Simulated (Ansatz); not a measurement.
# CH₄B₂FN: one molecule under many settings

How do the results and run time of CH₄B₂FN respond when the settings are drawn wide?

The runs use Ansatz 0.2.0, Gaussian basis; the settings change from run to run.

## 1. The molecule

The structure was relaxed beforehand with PBE0-D4 in a triple-zeta def2 set.

SMILES `B/C=N\BF`, 9 atoms, charge 0, spin multiplicity 1.

Atoms are counted from 1 here; the program's logs count them from 0.

Bond lengths: B1–C2 1.535 Å, B1–H6 1.195 Å, B1–H7 1.192 Å, C2–N3 1.255 Å, C2–H8 1.089 Å, N3–B4 1.399 Å, B4–F5 1.330 Å, B4–H9 1.194 Å. Angles: C2–B1–H6 117.6°, C2–B1–H7 119.2°, H6–B1–H7 123.1°, B1–C2–N3 89.5°, B1–C2–H8 146.6°, N3–C2–H8 123.9°, C2–N3–B4 154.3°, N3–B4–F5 119.9°, N3–B4–H9 119.6°, F5–B4–H9 120.3°.

As a file:

```xyz
9
charge 0, multiplicity 1
B     0.4307   -0.0206   -1.2156
C     0.3009   -1.2514   -0.3073
N    -0.0819   -0.5067    0.6279
B    -0.5193    0.7029    1.1785
F     0.3084    1.4278    1.9257
H    -0.5355    0.3157   -1.8322
H     1.4545    0.5902   -1.2244
H     0.3919   -2.3335   -0.2238
H    -1.6614    1.0291    1.0544
```

## 2. B3LYP5/ANO-RCC-VTZP

Set apart from the defaults: charge +1, multiplicity 2, atoms shaken by 0.08 Å.

The input, in.yaml:

```yaml
crystal:
  periodic: [false, false, false]
  atoms:
    - {symbol: B, position_ang: [0.308106, -0.113861, -1.256986]}
    - {symbol: C, position_ang: [0.299716, -1.261205, -0.370420]}
    - {symbol: N, position_ang: [-0.082238, -0.507591, 0.534343]}
    - {symbol: B, position_ang: [-0.529470, 0.847307, 1.229259]}
    - {symbol: F, position_ang: [0.223132, 1.269442, 2.055196]}
    - {symbol: H, position_ang: [-0.529733, 0.397414, -1.825485]}
    - {symbol: H, position_ang: [1.395384, 0.560170, -1.123954]}
    - {symbol: H, position_ang: [0.454073, -2.271204, -0.339777]}
    - {symbol: H, position_ang: [-1.613607, 1.015761, 1.179087]}
basis:
  gaussian: {orbitals: ANO-RCC-VTZP}
total_charge: 1
magnetization: {spin_polarized: true, initial_magnetization: 1}
hamiltonian: {xc: {name: B3LYP5}}
```

Run with:

```sh
ansatz run in.yaml --threads 2 --pin off --events-out ev --progress --plain --max-ram 4352MiB
```

What it wrote:

```text
Functional definition: B3LYP5
  name "B3LYP5"
  cite "Stephens, Devlin, Chabalowski & Frisch, J. Phys. Chem. 98, 11623 (1994) doi:10.1021/j100096a001"
  cite "Becke, Phys. Rev. A 38, 3098 (1988) doi:10.1103/PhysRevA.38.3098"
  cite "Lee, Yang & Parr, Phys. Rev. B 37, 785 (1988) doi:10.1103/PhysRevB.37.785"
  cite "Vosko, Wilk & Nusair, Can. J. Phys. 58, 1200 (1980) doi:10.1139/p80-159"
  parameter a0 = 0.2
  parameter ax = 0.72
  parameter ac = 0.81
  exchange = (1 - a0 - ax)*slater_x + ax*b88_x + a0*exact_x
  correlation = (1 - ac)*vwn5_c + ac*lyp_c
1429 factors; their error is unknown
mean field evaluation 1: about -6640.4354 eV, gradient 6.1e1 eV
mean field evaluation 2: about -6601.2298 eV, gradient 1.1e2 eV
mean field evaluation 4: about -6653.4523 eV, gradient 1.7e1 eV
mean field evaluation 8: about -6654.7642 eV, gradient 7.8e-1 eV
mean field evaluation 16: about -6654.7962 eV, gradient 8.3e-3 eV
mean field evaluation 32: about -6654.7225 eV, gradient 1.6e0 eV
mean field -6654.79618185 eV, -244.5592489002 hartree, gradient 3.5e-5 eV, S^2 0.758361; 2 other end points of the search recorded, 0 dependent functions left out
reference -6654.79644195 eV, -244.5592584586 hartree; 18, 17 occupied and 188, 189 virtual orbitals, 1429 factors
Total energy: -6654.79644195 eV, -244.5592584586 hartree
Relativity: scalar
```

Run time: 14 s. Hardware: 2 threads of AMD EPYC 7B13, shared host; peak memory 0.71 GiB.

⟨S²⟩ 0.758.

## 3. MP2/def2-mTZVP

The input, in.yaml:

```yaml
crystal:
  periodic: [false, false, false]
  atoms:
    - {symbol: B, position_ang: [0.430739, -0.020607, -1.215643]}
    - {symbol: C, position_ang: [0.300933, -1.251357, -0.307345]}
    - {symbol: N, position_ang: [-0.081890, -0.506650, 0.627906]}
    - {symbol: B, position_ang: [-0.519267, 0.702877, 1.178467]}
    - {symbol: F, position_ang: [0.308425, 1.427832, 1.925711]}
    - {symbol: H, position_ang: [-0.535499, 0.315674, -1.832193]}
    - {symbol: H, position_ang: [1.454516, 0.590229, -1.224445]}
    - {symbol: H, position_ang: [0.391855, -2.333480, -0.223849]}
    - {symbol: H, position_ang: [-1.661413, 1.029081, 1.054390]}
basis:
  gaussian: {orbitals: def2-mTZVP}
hamiltonian: {xc: {name: HF}}
correlation: {method: mp2}
output: {forces: true}
```

Same command.

What it wrote, cut to the lines that bear on the results:

```text
Functional definition: HF
  name "HF"
  cite "Fock, Z. Phys. 61, 126 (1930) doi:10.1007/BF01340294"
  parent pbe
[...]
973 factors; integrals over basis functions are off by at most 1.1e-3 eV
[...]
mean field -6627.61920588 eV, -243.5605134544 hartree, gradient 5.2e-6 eV, S^2 0.000000; 0 other end points of the search recorded, 0 dependent functions left out
5 core orbitals not correlated: weight in the atoms' cores, before any rotation towards them, 1.000 or more for the frozen orbitals, at most 0.000 for the correlated occupied ones
reference -6627.61920588 eV, -243.5605134544 hartree; 13, 13 occupied and 89, 89 virtual orbitals, 973 factors
second order -17.65903181 eV of doubles, -0.00000000 eV of singles
[...]
Total energy: -6645.27823768 eV, -244.2094709035 hartree
Atom 0 at     0.430739    -0.020607    -1.215643 Å, force     0.019065     0.179954    -0.181694 eV/Å
Atom 1 at     0.300933    -1.251357    -0.307345 Å, force     0.398907    -0.864285    -0.847376 eV/Å
Atom 2 at    -0.081890    -0.506650     0.627906 Å, force    -0.263635     0.349674     0.748608 eV/Å
Atom 3 at    -0.519267     0.702877     1.178467 Å, force    -0.669743     0.177504    -0.150555 eV/Å
Atom 4 at     0.308425     1.427832     1.925711 Å, force     0.318417     0.270040     0.283055 eV/Å
Atom 5 at    -0.535499     0.315674    -1.832193 Å, force     0.176953    -0.032357     0.115071 eV/Å
Atom 6 at     1.454516     0.590229    -1.224445 Å, force    -0.191423    -0.090204     0.005935 eV/Å
Atom 7 at     0.391855    -2.333480    -0.223849 Å, force    -0.011582     0.081519    -0.006138 eV/Å
Atom 8 at    -1.661413     1.029081     1.054390 Å, force     0.223042    -0.071845     0.033094 eV/Å
Dipole moment:    -0.063855    -0.468454    -0.185151 e Å
```

Run time: 2.3 s. Hardware: 2 threads of AMD EPYC 7B13, shared host.

Largest force 1.274 eV/Å, dipole 2.44 D.

## 4. B3LYP/cc-pVTZ

This run has density fitting with def2-universal-jkfit, D4 dispersion, the search for lower states set to off.

in.yaml: that of step 3 with these lines changed.

```diff
@@ -13,5 +13,4 @@
 basis:
-  gaussian: {orbitals: def2-mTZVP}
-hamiltonian: {xc: {name: HF}}
-correlation: {method: mp2}
-output: {forces: true}
+  gaussian: {orbitals: cc-pVTZ, fitting: {mean_field: def2-universal-jkfit}}
+hamiltonian: {xc: {name: B3LYP}, dispersion: d4}
+scf: {lower_state_search: off}
```

Same command.

What it wrote, cut to the lines that bear on the results:

```text
Functional definition: B3LYP
  name "B3LYP"
  cite "Stephens, Devlin, Chabalowski & Frisch, J. Phys. Chem. 98, 11623 (1994) doi:10.1021/j100096a001"
  cite "Becke, Phys. Rev. A 38, 3098 (1988) doi:10.1103/PhysRevA.38.3098"
  cite "Lee, Yang & Parr, Phys. Rev. B 37, 785 (1988) doi:10.1103/PhysRevB.37.785"
  cite "Vosko, Wilk & Nusair, Can. J. Phys. 58, 1200 (1980) doi:10.1139/p80-159"
[...]
451 factors; integrals over basis functions are off by at most 9.7e-1 eV
[...]
mean field -6665.04411297 eV, -244.9358534226 hartree, gradient 3.8e-6 eV, S^2 0.000000; 0 other end points of the search recorded, 0 dependent functions left out
reference -6665.04436739 eV, -244.9358627723 hartree; 18, 18 occupied and 188, 188 virtual orbitals, 451 factors
Total energy: -6665.29149464 eV, -244.9449445313 hartree
Checks for a lower state left out: stability, starts, cluster_reference, orbital_swaps, neighbouring_geometries, increment
```

Wall time 1.2 s (2 threads of AMD EPYC 7B13, shared host).

## 5. SPW92/6-31G*

Set apart from the defaults: charge +1, multiplicity 2, the search for lower states set to full.

in.yaml: that of step 4 with these lines changed.

```diff
@@ -13,4 +13,6 @@
 basis:
-  gaussian: {orbitals: cc-pVTZ, fitting: {mean_field: def2-universal-jkfit}}
-hamiltonian: {xc: {name: B3LYP}, dispersion: d4}
-scf: {lower_state_search: off}
+  gaussian: {orbitals: "6-31G*"}
+total_charge: 1
+magnetization: {spin_polarized: true, initial_magnetization: 1}
+hamiltonian: {xc: {name: SPW92}}
+scf: {lower_state_search: full}
```

Launched as before.

What it wrote, cut to the lines that bear on the results:

```text
Functional definition: SPW92
  name "SPW92"
  cite "Dirac, Proc. Camb. Phil. Soc. 26, 376 (1930) doi:10.1017/S0305004100016108"
  cite "Slater, Phys. Rev. 81, 385 (1951) doi:10.1103/PhysRev.81.385"
  cite "Perdew & Wang, Phys. Rev. B 45, 13244 (1992) doi:10.1103/PhysRevB.45.13244"
[...]
929 factors; their error is unknown
[...]
mean field -6596.80968382 eV, -242.4282844020 hartree, gradient 2.2e-5 eV, S^2 0.752134; 9 other end points of the search recorded, 0 dependent functions left out
reference -6596.80970646 eV, -242.4282852343 hartree; 18, 17 occupied and 65, 66 virtual orbitals, 929 factors
Total energy: -6596.80970646 eV, -242.4282852343 hartree
```

Run time: 2.6 s. Hardware: 2 threads of AMD EPYC 7B13, shared host.

⟨S²⟩ 0.752.

## 6. wB97X-V/cc-pVDZ

in.yaml: that of step 5 with these lines changed.

```diff
@@ -13,6 +13,4 @@
 basis:
-  gaussian: {orbitals: "6-31G*"}
-total_charge: 1
-magnetization: {spin_polarized: true, initial_magnetization: 1}
-hamiltonian: {xc: {name: SPW92}}
-scf: {lower_state_search: full}
+  gaussian: {orbitals: cc-pVDZ}
+hamiltonian: {xc: {name: wB97X-V}}
+output: {forces: true}
```

Same command.

What it wrote, cut to the lines that bear on the results:

```text
Functional definition: wB97X-V
  name "wB97X-V"
  cite "Mardirossian & Head-Gordon, Phys. Chem. Chem. Phys. 16, 9904 (2014) doi:10.1039/C3CP54374A"
  cite "Becke, J. Chem. Phys. 107, 8554 (1997) doi:10.1063/1.475007"
  cite "Vydrov & Van Voorhis, J. Chem. Phys. 133, 244103 (2010) doi:10.1063/1.3521275"
[...]
      + integral(e_c_pw_opposite_spin*poly(b97_u_opposite, cos0, cos1)) + vv10(b, c)
830 factors; integrals over basis functions are off by at most 1.0e-3 eV
263 factors; integrals over basis functions are off by at most 1.1e-5 eV
[...]
mean field -6660.33414620 eV, -244.7627653361 hartree, gradient 3.8e-5 eV, S^2 0.000000; 0 other end points of the search recorded, 0 dependent functions left out
[...]
reference -6660.33414451 eV, -244.7627652742 hartree; 18, 18 occupied and 72, 72 virtual orbitals, 830 factors
Total energy: -6660.33414451 eV, -244.7627652742 hartree
Atom 0 at     0.430739    -0.020607    -1.215643 Å, force     0.017585     0.059460    -0.119319 eV/Å
Atom 1 at     0.300933    -1.251357    -0.307345 Å, force     0.202137    -0.404475    -0.428967 eV/Å
Atom 2 at    -0.081890    -0.506650     0.627906 Å, force    -0.122836     0.066004     0.532463 eV/Å
Atom 3 at    -0.519267     0.702877     1.178467 Å, force    -0.394891    -0.145292    -0.250169 eV/Å
Atom 4 at     0.308425     1.427832     1.925711 Å, force     0.513146     0.410492     0.430711 eV/Å
Atom 5 at    -0.535499     0.315674    -1.832193 Å, force    -0.249407     0.094342    -0.173082 eV/Å
Atom 6 at     1.454516     0.590229    -1.224445 Å, force     0.278476     0.164383    -0.008816 eV/Å
Atom 7 at     0.391855    -2.333480    -0.223849 Å, force     0.025849    -0.333402     0.047555 eV/Å
Atom 8 at    -1.661413     1.029081     1.054390 Å, force    -0.270060     0.088489    -0.030376 eV/Å
Dipole moment:    -0.034230    -0.450526    -0.157252 e Å
```

Wall time 4.4 s (2 threads of AMD EPYC 7B13, shared host).

Largest force 0.786 eV/Å, dipole 2.30 D.

## 7. revPBE0/cc-pVTZ-DK

Options: atoms shaken by 0.15 Å, D3(BJ) dispersion.

The input, in.yaml:

```yaml
crystal:
  periodic: [false, false, false]
  atoms:
    - {symbol: B, position_ang: [0.382515, -0.141766, -1.412996]}
    - {symbol: C, position_ang: [0.267092, -1.322455, -0.440551]}
    - {symbol: N, position_ang: [-0.042210, -0.553207, 0.545993]}
    - {symbol: B, position_ang: [-0.565140, 0.787129, 1.206115]}
    - {symbol: F, position_ang: [0.092607, 1.473819, 1.989325]}
    - {symbol: H, position_ang: [-0.463097, 0.205198, -1.754411]}
    - {symbol: H, position_ang: [1.489169, 0.535430, -1.391270]}
    - {symbol: H, position_ang: [0.681999, -2.248462, -0.410655]}
    - {symbol: H, position_ang: [-1.486968, 1.141019, 1.173402]}
basis:
  gaussian: {orbitals: cc-pVTZ-DK}
hamiltonian: {xc: {name: revPBE0}, dispersion: d3bj}
output: {forces: true}
```

Same command.

What it wrote, cut to the lines that bear on the results:

```text
Functional definition: revPBE0
  name "revPBE0"
  cite "Zhang & Yang, Phys. Rev. Lett. 80, 890 (1998) doi:10.1103/PhysRevLett.80.890"
  cite "Adamo & Barone, J. Chem. Phys. 110, 6158 (1999) doi:10.1063/1.478522"
  cite "Perdew, Burke & Ernzerhof, Phys. Rev. Lett. 77, 3865 (1996) doi:10.1103/PhysRevLett.77.3865"
[...]
1164 factors; their error is unknown
[...]
mean field -6662.47752005 eV, -244.8415328726 hartree, gradient 3.7e-5 eV, S^2 0.000000; 0 other end points of the search recorded, 0 dependent functions left out
[...]
reference -6662.47755831 eV, -244.8415342785 hartree; 18, 18 occupied and 188, 188 virtual orbitals, 1164 factors
Total energy: -6662.81851747 eV, -244.8540642965 hartree
Relativity: scalar
Atom 0 at     0.382515    -0.141766    -1.412996 Å, force     8.659297    -1.535078     4.019457 eV/Å
Atom 1 at     0.267092    -1.322455    -0.440551 Å, force    -0.130307     4.552053     0.796126 eV/Å
Atom 2 at    -0.042210    -0.553207     0.545993 Å, force    -0.790097     1.318873     0.682237 eV/Å
Atom 3 at    -0.565140     0.787129     1.206115 Å, force     5.253690    -7.485577    -3.835283 eV/Å
Atom 4 at     0.092607     1.473819     1.989325 Å, force     4.310150     2.249945     3.100658 eV/Å
Atom 5 at    -0.463097     0.205198    -1.754411 Å, force    -7.771014     3.391627    -3.760299 eV/Å
Atom 6 at     1.489169     0.535430    -1.391270 Å, force    -1.449473    -1.117935    -0.397502 eV/Å
Atom 7 at     0.681999    -2.248462    -0.410655 Å, force     0.421580    -3.214121     0.725854 eV/Å
Atom 8 at    -1.486968     1.141019     1.173402 Å, force    -8.503826     1.840212    -1.331247 eV/Å
Dipole moment:    -0.064735    -0.274283    -0.072175 e Å
```

Wall time 3.8 s (2 threads of AMD EPYC 7B13, shared host); peak memory 0.47 GiB.

Largest force 9.917 eV/Å, dipole 1.40 D.

## 8. rPW86-PBE/6-31G

Options: multiplicity 3, D3(BJ) with three-body dispersion, relativity set to scalar.

The input, in.yaml:

```yaml
crystal:
  periodic: [false, false, false]
  atoms:
    - {symbol: B, position_ang: [0.430739, -0.020607, -1.215643]}
    - {symbol: C, position_ang: [0.300933, -1.251357, -0.307345]}
    - {symbol: N, position_ang: [-0.081890, -0.506650, 0.627906]}
    - {symbol: B, position_ang: [-0.519267, 0.702877, 1.178467]}
    - {symbol: F, position_ang: [0.308425, 1.427832, 1.925711]}
    - {symbol: H, position_ang: [-0.535499, 0.315674, -1.832193]}
    - {symbol: H, position_ang: [1.454516, 0.590229, -1.224445]}
    - {symbol: H, position_ang: [0.391855, -2.333480, -0.223849]}
    - {symbol: H, position_ang: [-1.661413, 1.029081, 1.054390]}
basis:
  gaussian: {orbitals: 6-31G}
magnetization: {spin_polarized: true, initial_magnetization: 2}
hamiltonian: {xc: {name: rPW86-PBE}, dispersion: d3bjatm, pseudopotentials: {relativity: scalar}}
output: {forces: true}
```

The command is unchanged.

What it wrote, cut to the lines that bear on the results:

```text
Functional definition: rPW86-PBE
  name "rPW86-PBE"
  cite "Murray, Lee & Langreth, J. Chem. Theory Comput. 5, 2754 (2009) doi:10.1021/ct900365q"
  cite "Perdew, Burke & Ernzerhof, Phys. Rev. Lett. 77, 3865 (1996) doi:10.1103/PhysRevLett.77.3865"
  parent pbe
[...]
714 factors; integrals over basis functions are off by at most 2.2e-4 eV
[...]
mean field -6673.53775568 eV, -245.2479890350 hartree, gradient 2.5e-5 eV, S^2 2.003514; 8 other end points of the search recorded, 0 dependent functions left out
[...]
reference -6673.53783119 eV, -245.2479918099 hartree; 19, 17 occupied and 34, 36 virtual orbitals, 714 factors
Total energy: -6673.69506501 eV, -245.2537700460 hartree
Relativity: scalar
Atom 0 at     0.430739    -0.020607    -1.215643 Å, force     0.052266     0.971440    -2.028328 eV/Å
Atom 1 at     0.300933    -1.251357    -0.307345 Å, force     0.760828    -4.872274    -1.782004 eV/Å
Atom 2 at    -0.081890    -0.506650     0.627906 Å, force    -0.635571     2.296985     3.829564 eV/Å
Atom 3 at    -0.519267     0.702877     1.178467 Å, force    -2.098576    -0.691128    -0.486852 eV/Å
Atom 4 at     0.308425     1.427832     1.925711 Å, force     1.265603     1.417283     1.483677 eV/Å
Atom 5 at    -0.535499     0.315674    -1.832193 Å, force     0.036020     0.248361    -0.262155 eV/Å
Atom 6 at     1.454516     0.590229    -1.224445 Å, force     0.144501     0.094819     0.003428 eV/Å
Atom 7 at     0.391855    -2.333480    -0.223849 Å, force     0.453862     0.040509    -0.703831 eV/Å
Atom 8 at    -1.661413     1.029081     1.054390 Å, force     0.021066     0.494007    -0.053498 eV/Å
Dipole moment:    -0.063214    -0.299123    -0.092654 e Å
```

It took 4.8 s on 2 threads of AMD EPYC 7B13, shared host.

Largest force 5.243 eV/Å, dipole 1.53 D, ⟨S²⟩ 2.004.

## 9. B97/def2-TZVPD

Set apart from the defaults: a point charge of 0.50 e beside it, high accuracy, the search for lower states set to light.

in.yaml: that of step 8 with these lines changed.

```diff
@@ -13,5 +13,6 @@
 basis:
-  gaussian: {orbitals: 6-31G}
-magnetization: {spin_polarized: true, initial_magnetization: 2}
-hamiltonian: {xc: {name: rPW86-PBE}, dispersion: d3bjatm, pseudopotentials: {relativity: scalar}}
+  gaussian: {orbitals: def2-TZVPD, point_charges: [{charge: 0.50, position_ang: [4.020, 0.743, -0.153]}]}
+hamiltonian: {xc: {name: B97}}
+accuracy: high
+scf: {lower_state_search: light}
 output: {forces: true}
```

Launched as before.

What it wrote, cut to the lines that bear on the results:

```text
Functional definition: B97
  name "B97"
  cite "Becke, J. Chem. Phys. 107, 8554 (1997) doi:10.1063/1.475007"
[...]
      + integral(e_c_pw_opposite_spin*poly(b97_u_opposite, cos0, cos1, cos2))
3647 factors; integrals over basis functions are off by at most 3.8e-9 eV
[...]
mean field -6662.93705431 eV, -244.8584204448 hartree, gradient 6.2e-8 eV, S^2 0.000000; 0 other end points of the search recorded, 0 dependent functions left out
[...]
reference -6662.93705738 eV, -244.8584205577 hartree; 18, 18 occupied and 206, 206 virtual orbitals, 3647 factors
Total energy: -6662.93705738 eV, -244.8584205577 hartree
Atom 0 at     0.430739    -0.020607    -1.215643 Å, force    -0.189068    -0.004287    -0.110894 eV/Å
Atom 1 at     0.300933    -1.251357    -0.307345 Å, force     0.128896    -0.415806    -0.203359 eV/Å
Atom 2 at    -0.081890    -0.506650     0.627906 Å, force     0.042246     0.044390     0.172753 eV/Å
Atom 3 at    -0.519267     0.702877     1.178467 Å, force    -0.517574     0.105306     0.015402 eV/Å
Atom 4 at     0.308425     1.427832     1.925711 Å, force     0.302762     0.172684     0.155958 eV/Å
Atom 5 at    -0.535499     0.315674    -1.832193 Å, force     0.133828     0.043301     0.005347 eV/Å
Atom 6 at     1.454516     0.590229    -1.224445 Å, force     0.137898     0.094975    -0.012642 eV/Å
Atom 7 at     0.391855    -2.333480    -0.223849 Å, force    -0.026963    -0.049481    -0.011011 eV/Å
Atom 8 at    -1.661413     1.029081     1.054390 Å, force     0.067029    -0.015334    -0.003453 eV/Å
Dipole moment:    -0.214701    -0.496612    -0.153997 e Å
```

It took 37 s on 2 threads of AMD EPYC 7B13, shared host; peak memory 1.6 GiB.

Largest force 0.528 eV/Å, dipole 2.70 D.

## 10. HSE06/def2-SVP

Options: D3(BJ) with three-body dispersion, relativity set to scalar, high accuracy.

in.yaml: that of step 9 with these lines changed.

```diff
@@ -13,6 +13,4 @@
 basis:
-  gaussian: {orbitals: def2-TZVPD, point_charges: [{charge: 0.50, position_ang: [4.020, 0.743, -0.153]}]}
-hamiltonian: {xc: {name: B97}}
+  gaussian: {orbitals: def2-SVP}
+hamiltonian: {xc: {name: HSE06}, dispersion: d3bjatm, pseudopotentials: {relativity: scalar}}
 accuracy: high
-scf: {lower_state_search: light}
-output: {forces: true}
```

Launched as before.

What it wrote, cut to the lines that bear on the results:

```text
Functional definition: HSE06
  name "HSE06"
  cite "Heyd, Scuseria & Ernzerhof, J. Chem. Phys. 118, 8207 (2003) doi:10.1063/1.1564060"
  cite "Krukau, Vydrov, Izmaylov & Scuseria, J. Chem. Phys. 125, 224106 (2006) doi:10.1063/1.2404663"
  cite "Heyd & Scuseria, J. Chem. Phys. 120, 7274 (2004) doi:10.1063/1.1668634"
  cite "Ernzerhof & Perdew, J. Chem. Phys. 109, 3313 (1998) doi:10.1063/1.476928"
  cite "Perdew, Burke & Ernzerhof, Phys. Rev. Lett. 77, 3865 (1996) doi:10.1103/PhysRevLett.77.3865"
  parent pbe
[...]
  # The whole range is PBE's own exchange, as in plane waves. The composition of these papers is wPBEh.
[...]
2134 factors; integrals over basis functions are off by at most 3.4e-9 eV
101 factors; integrals over basis functions are off by at most 1.6e-9 eV
[...]
mean field -6652.87706585 eV, -244.4887226880 hartree, gradient 4.0e-8 eV, S^2 0.000000; 0 other end points of the search recorded, 0 dependent functions left out
reference -6652.87706924 eV, -244.4887228126 hartree; 18, 18 occupied and 72, 72 virtual orbitals, 2134 factors
Total energy: -6652.97615231 eV, -244.4923640482 hartree
Relativity: scalar
```

It took 3.6 s on 2 threads of AMD EPYC 7B13, shared host.

## 11. All runs side by side

```tsv
level	charge	multiplicity	geometry	functions	energy (eV)	time
B3LYP5/ANO-RCC-VTZP	1	2	shaken	206	-6654.796	14 s
MP2/def2-mTZVP	0	1	relaxed	107	-6645.278	2.3 s
B3LYP/cc-pVTZ	0	1	relaxed	206	-6665.291	1.2 s
SPW92/6-31G*	1	2	relaxed	83	-6596.810	2.6 s
wB97X-V/cc-pVDZ	0	1	relaxed	90	-6660.334	4.4 s
revPBE0/cc-pVTZ-DK	0	1	shaken	206	-6662.819	3.8 s
rPW86-PBE/6-31G	0	3	relaxed	53	-6673.695	4.8 s
B97/def2-TZVPD	0	1	relaxed, point charge	224	-6662.937	37 s
HSE06/def2-SVP	0	1	relaxed	90	-6652.976	3.6 s
```

## 12. Summary of results

```
                                         quantity                 value
                                             runs                     9
                                         quickest  B3LYP/cc-pVTZ, 1.2 s
                                          slowest  B97/def2-TZVPD, 37 s
spread of total energies, same state and geometry               20.0 eV
                  dipole, same state and geometry        2.30 to 2.44 D
```

**Reading.** B97/def2-TZVPD took 29 times as long as B3LYP/cc-pVTZ. The jobs differ in tasks and options as well as level. Total energies at one charge and spin differ by 20 eV between levels, so only differences within one level mean anything. At the PBE0-D4/def2-TZVP geometry and in the same state, runs without warnings or point charges leave forces up to 1.27 eV/Å (MP2/def2-mTZVP), against 9.9 eV/Å where the atoms were moved.
